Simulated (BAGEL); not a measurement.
**doublet CH4F2OSi+ at 5 levels**

Aim: a comparison of 5 runs (UHF/STO-3G, ROHF/6-31G*, UHF/6-31G*, ROHF/cc-pVDZ, UHF/cc-pVDZ) of doublet CH4F2OSi+. 

Program for the calculation: BAGEL 1.2.2.

## 1. The molecule

CH4F2OSi+: 9 atoms, total charge +1, spin state doublet. SMILES of the parent species: `C[Si](O)(F)F`. The coordinates come from a PBE0-D4/def2-TZVP relaxation. This is one conformer, not always the lowest. That shape belongs to the parent species and isn't relaxed for this state.

Bond lengths: C1–Si2 1.831 Å, Si2–O3 1.621 Å, Si2–F4 1.590 Å, Si2–F5 1.590 Å, C1–H6 1.092 Å, C1–H7 1.092 Å, C1–H8 1.092 Å, O3–H9 0.958 Å. Some angles: C1–Si2–O3 109.9°, C1–Si2–F4 111.2°, C1–Si2–F5 111.2°, O3–Si2–F4 110.0°, O3–Si2–F5 110.0°, F4–Si2–F5 104.6°, Si2–C1–H6 110.5°, Si2–C1–H7 110.5°, Si2–C1–H8 110.6°, Si2–O3–H9 119.7°.

## 2. A single-point energy at UHF/STO-3G (density fitting with qzvpp-jkfit) (run 1)

input.json reads:

```json
{ "bagel" : [

{
  "title" : "molecule",
  "basis" : "sto-3g",
  "df_basis" : "qzvpp-jkfit",
  "angstrom" : "true",
  "geometry" : [
    { "atom" : "C", "xyz" : [   -1.189400,    0.338900,   -0.162200 ] },
    { "atom" : "Si", "xyz" : [    0.580100,   -0.130700,   -0.192500 ] },
    { "atom" : "O", "xyz" : [    1.083400,   -0.479900,    1.308000 ] },
    { "atom" : "F", "xyz" : [    0.827400,   -1.374000,   -1.151900 ] },
    { "atom" : "F", "xyz" : [    1.471900,    1.032700,   -0.807900 ] },
    { "atom" : "H", "xyz" : [   -1.795500,   -0.480100,    0.229600 ] },
    { "atom" : "H", "xyz" : [   -1.342100,    1.213300,    0.473300 ] },
    { "atom" : "H", "xyz" : [   -1.540100,    0.577500,   -1.168100 ] },
    { "atom" : "H", "xyz" : [    1.992700,   -0.743900,    1.454700 ] }
  ]
},
{
  "title" : "uhf",
  "charge" : 1,
  "nopen" : 1
},
{
  "title" : "print",
  "file" : "orbitals.molden",
  "orbitals" : "true"
}

]}
```

Started as:

```console
BAGEL_NUM_THREADS=1 BAGEL input.json > input.out
```

What it wrote:

```text
* using 1 threads per process

  ===============================================================
  ===============================================================

  *** Geometry ***

  { "atom" : "C", "xyz" : [     -2.247640,      0.640428,     -0.306514 ] },
  { "atom" : "Si", "xyz" : [      1.096230,     -0.246987,     -0.363772 ] },
  { "atom" : "O", "xyz" : [      2.047329,     -0.906880,      2.471762 ] },
  { "atom" : "F", "xyz" : [      1.563559,     -2.596484,     -2.176776 ] },
  { "atom" : "F", "xyz" : [      2.781488,      1.951520,     -1.526710 ] },
  { "atom" : "H", "xyz" : [     -3.393003,     -0.907258,      0.433881 ] },
  { "atom" : "H", "xyz" : [     -2.536201,      2.292805,      0.894407 ] },
  { "atom" : "H", "xyz" : [     -2.910367,      1.091317,     -2.207389 ] },
  { "atom" : "H", "xyz" : [      3.765657,     -1.405767,      2.748985 ] },

  Number of auxiliary basis functions:      506

  Since a DF basis is specified, we compute 2- and 3-index integrals:
    o Being stored without compression. Storage requirement is 0.004 GB

  Number of basis functions:       33
  Number of electrons      :       50

    * METHOD: MOLECULE                             0.16

  *** Open-shell HF ***

  === Nuclear Repulsion ===
   263.4891565526

      * DIIS with orbital gradients will be used.

  === UHF iteration (sto-3g) ===
      0       -594.79217057          0.04039200           0.04
      1       -594.96059875          0.01502914           0.04
      2       -594.98059467          0.00481879           0.04
      3       -594.98440604          0.00165447           0.04
      4       -594.98629262          0.00128650           0.04
      5       -594.98795518          0.00104903           0.04
[... 57 lines of this table left out ...]
     63       -594.99135889          0.00000001           0.04
     64       -594.99135889          0.00000001           0.04
    * SCF iteration converged.

    * S^2 (UHF) is 0.8080

    * Permanent dipole moment:
           (    0.503167,    -0.176377,     0.290670) a.u.

    * METHOD: UHF                                  2.70

    * METHOD: PRINT                                0.00

  ===============================================================
```

Run time: 3 s. Hardware: 1 thread of Arm Neoverse V2, shared host.

## 3. A single-point energy at ROHF/6-31G(d) (density fitting with qzvpp-jkfit, spherical functions) (run 2)

input.json reads:

```json
{ "bagel": [

{
  "title": "molecule",
  "basis": "6-31gs.json",
  "df_basis": "qzvpp-jkfit",
  "angstrom": true,
  "geometry": [
    { "atom": "C", "xyz": [      -1.189400,       0.338900,      -0.162200 ] },
    { "atom": "Si", "xyz": [       0.580100,      -0.130700,      -0.192500 ] },
    { "atom": "O", "xyz": [       1.083400,      -0.479900,       1.308000 ] },
    { "atom": "F", "xyz": [       0.827400,      -1.374000,      -1.151900 ] },
    { "atom": "F", "xyz": [       1.471900,       1.032700,      -0.807900 ] },
    { "atom": "H", "xyz": [      -1.795500,      -0.480100,       0.229600 ] },
    { "atom": "H", "xyz": [      -1.342100,       1.213300,       0.473300 ] },
    { "atom": "H", "xyz": [      -1.540100,       0.577500,      -1.168100 ] },
    { "atom": "H", "xyz": [       1.992700,      -0.743900,       1.454700 ] }
  ]
},

{ "title": "rohf", "charge": 1, "nopen": 1 },

{ "title": "print", "file": "orbitals.molden", "orbitals": true }

]}
```

The basis set 6-31G* is read from a file made from the Basis Set Exchange's data (not shown).

Started as:

```console
BAGEL_NUM_THREADS=1 BAGEL input.json > input.out
```

What it wrote:

```text
* using 1 threads per process

  ===============================================================
  ===============================================================

  *** Geometry ***

  { "atom" : "C", "xyz" : [     -2.247640,      0.640428,     -0.306514 ] },
  { "atom" : "Si", "xyz" : [      1.096230,     -0.246987,     -0.363772 ] },
  { "atom" : "O", "xyz" : [      2.047329,     -0.906880,      2.471762 ] },
  { "atom" : "F", "xyz" : [      1.563559,     -2.596484,     -2.176776 ] },
  { "atom" : "F", "xyz" : [      2.781488,      1.951520,     -1.526710 ] },
  { "atom" : "H", "xyz" : [     -3.393003,     -0.907258,      0.433881 ] },
  { "atom" : "H", "xyz" : [     -2.536201,      2.292805,      0.894407 ] },
  { "atom" : "H", "xyz" : [     -2.910367,      1.091317,     -2.207389 ] },
  { "atom" : "H", "xyz" : [      3.765657,     -1.405767,      2.748985 ] },

  Number of auxiliary basis functions:      506

  Since a DF basis is specified, we compute 2- and 3-index integrals:
    o Being stored without compression. Storage requirement is 0.027 GB

  Number of basis functions:       82
  Number of electrons      :       50

    * METHOD: MOLECULE                             0.22

  *** Open-shell HF ***

  === Nuclear Repulsion ===
   263.4891565526

      * DIIS with orbital gradients will be used.

  === ROHF iteration (6-31gs.json) ===
      0       -602.27977132          0.05012252           0.12
      1       -602.48269017          0.03271066           0.11
      2       -602.55655128          0.02059923           0.12
      3       -602.60616655          0.00114656           0.11
      4       -602.60659671          0.00040423           0.12
      5       -602.60673161          0.00015366           0.11
      6       -602.60676315          0.00005552           0.11
      7       -602.60677715          0.00003111           0.11
      8       -602.60677862          0.00001466           0.11
      9       -602.60677958          0.00000954           0.12
     10       -602.60677959          0.00000649           0.12
     11       -602.60677964          0.00000344           0.12
     12       -602.60677953          0.00000121           0.12
     13       -602.60677949          0.00000052           0.12
     14       -602.60677950          0.00000023           0.12
     15       -602.60677952          0.00000011           0.12
     16       -602.60677953          0.00000006           0.12
     17       -602.60677953          0.00000003           0.12
     18       -602.60677953          0.00000002           0.12
     19       -602.60677953          0.00000002           0.12
     20       -602.60677953          0.00000001           0.12
     21       -602.60677953          0.00000001           0.12
    * SCF iteration converged.

    * S^2 (ROHF) is 0.7500

    * Permanent dipole moment:
           (    2.180813,    -0.516553,    -0.473477) a.u.

    * METHOD: ROHF                                 2.71

    * METHOD: PRINT                                0.01

  ===============================================================
```

It took 3.3 s on 1 thread of Arm Neoverse V2, shared host.

Runs 3 to 4 aren't shown in full; the table further down has their settings and results.

## 4. The energy at UHF/cc-pVDZ (density fitting with qzvpp-jkfit) (run 5)

input.json reads:

```json
{ "bagel" : [

{
  "title" : "molecule",
  "basis" : "cc-pvdz.json",
  "df_basis" : "qzvpp-jkfit",
  "angstrom" : true,
  "geometry" : [
    { "atom" : "C", "xyz" : [      -1.189400,       0.338900,      -0.162200 ] },
    { "atom" : "Si", "xyz" : [       0.580100,      -0.130700,      -0.192500 ] },
    { "atom" : "O", "xyz" : [       1.083400,      -0.479900,       1.308000 ] },
    { "atom" : "F", "xyz" : [       0.827400,      -1.374000,      -1.151900 ] },
    { "atom" : "F", "xyz" : [       1.471900,       1.032700,      -0.807900 ] },
    { "atom" : "H", "xyz" : [      -1.795500,      -0.480100,       0.229600 ] },
    { "atom" : "H", "xyz" : [      -1.342100,       1.213300,       0.473300 ] },
    { "atom" : "H", "xyz" : [      -1.540100,       0.577500,      -1.168100 ] },
    { "atom" : "H", "xyz" : [       1.992700,      -0.743900,       1.454700 ] }
  ]
},

{ "title" : "uhf", "charge" : 1, "nopen" : 1 },

{ "title" : "print", "file" : "orbitals.molden", "orbitals" : true }

]}
```

The basis set cc-pVDZ is read from a file made from the Basis Set Exchange's data (not shown).

Started as:

```console
BAGEL_NUM_THREADS=1 BAGEL input.json > input.out
```

What it wrote:

```text
* using 1 threads per process

  ===============================================================
  ===============================================================

  *** Geometry ***

  { "atom" : "C", "xyz" : [     -2.247640,      0.640428,     -0.306514 ] },
  { "atom" : "Si", "xyz" : [      1.096230,     -0.246987,     -0.363772 ] },
  { "atom" : "O", "xyz" : [      2.047329,     -0.906880,      2.471762 ] },
  { "atom" : "F", "xyz" : [      1.563559,     -2.596484,     -2.176776 ] },
  { "atom" : "F", "xyz" : [      2.781488,      1.951520,     -1.526710 ] },
  { "atom" : "H", "xyz" : [     -3.393003,     -0.907258,      0.433881 ] },
  { "atom" : "H", "xyz" : [     -2.536201,      2.292805,      0.894407 ] },
  { "atom" : "H", "xyz" : [     -2.910367,      1.091317,     -2.207389 ] },
  { "atom" : "H", "xyz" : [      3.765657,     -1.405767,      2.748985 ] },

  Number of auxiliary basis functions:      506

  Since a DF basis is specified, we compute 2- and 3-index integrals:
    o Being stored without compression. Storage requirement is 0.036 GB

  Number of basis functions:       94
  Number of electrons      :       50

    * METHOD: MOLECULE                             0.23

  *** Open-shell HF ***

  === Nuclear Repulsion ===
   263.4891565526

      * DIIS with orbital gradients will be used.

  === UHF iteration (cc-pvdz.json) ===
      0       -602.30586022          0.03165866           0.14
      1       -602.50976369          0.02215353           0.14
      2       -602.57871419          0.01344112           0.14
      3       -602.62380478          0.00097572           0.14
      4       -602.62430353          0.00022345           0.14
      5       -602.62435230          0.00011294           0.14
[... 15 lines of this table left out ...]
     21       -602.62437369          0.00000002           0.14
     22       -602.62437369          0.00000001           0.14
    * SCF iteration converged.

    * S^2 (UHF) is 0.7570

    * Permanent dipole moment:
           (    2.260844,    -0.528087,    -0.542585) a.u.

    * METHOD: UHF                                  3.34

    * METHOD: PRINT                                0.02

  ===============================================================
```

It took 3.9 s on 1 thread of Arm Neoverse V2, shared host.

## 5. All runs side by side

```
run                                                                level  energy (Eh)   ⟨S²⟩  wall time
  1                        UHF/STO-3G (density fitting with qzvpp-jkfit)  -594.991359  0.808        3 s
  2  ROHF/6-31G* (density fitting with qzvpp-jkfit, spherical functions)  -602.606780  0.750      3.3 s
  3   UHF/6-31G* (density fitting with qzvpp-jkfit, spherical functions)  -602.609704  0.756      3.3 s
  4                      ROHF/cc-pVDZ (density fitting with qzvpp-jkfit)  -602.621292  0.750      3.9 s
  5                       UHF/cc-pVDZ (density fitting with qzvpp-jkfit)  -602.624374  0.757      3.9 s
```

## 6. Results

| quantity | value |
| --- | --- |
| run 5: total energy | -602.62437 Eh |
| run 5: ⟨S²⟩ | 0.757 |

**Reading.** In run 1 the basis is minimal, so the values are rough. All runs together took 17 s, the longest 3.9 s.
